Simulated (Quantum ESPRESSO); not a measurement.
A run of Quantum ESPRESSO 7.5 is set up as follows.

The input pw.in:

```
&CONTROL
  calculation = 'scf'
  prefix = 'pwscf'
  outdir = './tmp'
  pseudo_dir = './pseudo'
  tprnfor = .true.
  disk_io = 'nowf'
/
&SYSTEM
  ibrav = 0
  nat = 4
  ntyp = 3
  ecutwfc = 72
  nbnd = 18
  occupations = 'smearing'
  smearing = 'fd'
  degauss = 0.00367493
/
&ELECTRONS
  conv_thr = 8d-10
  electron_maxstep = 120
  mixing_beta = 0.5
/
ATOMIC_SPECIES
In   114.8180 In.upf
I    126.9045 I.upf
H      1.0080 H.upf
CELL_PARAMETERS angstrom
  13.0000000000    0.0000000000    0.0000000000
   0.0000000000   12.0000000000    0.0000000000
   0.0000000000    0.0000000000   11.0000000000
ATOMIC_POSITIONS crystal
In     0.4322890000    0.5051890000    0.4997600000
I      0.6278340000    0.5351420000    0.5793990000
H      0.3779260000    0.3811400000    0.5431520000
H      0.3854740000    0.6217050000    0.4346790000
K_POINTS gamma
```

Potentials or basis: PseudoDojo 0.4.1 SR PBE standard.

The run is started by

```console
$ OMP_NUM_THREADS=1 pw.x -in pw.in > pw.out
```

(1) Predict the largest force.

(2) Estimate the gap between the frontier levels.

Results:

(1) 0.493 eV/Å.

(2) 3.29 eV.

Caveat: this is a molecule in a periodic box, so the gap is that between its Kohn-Sham HOMO and LUMO and the box isn't a crystal; spin-orbit coupling is left out, which moves the levels of the heavy elements.
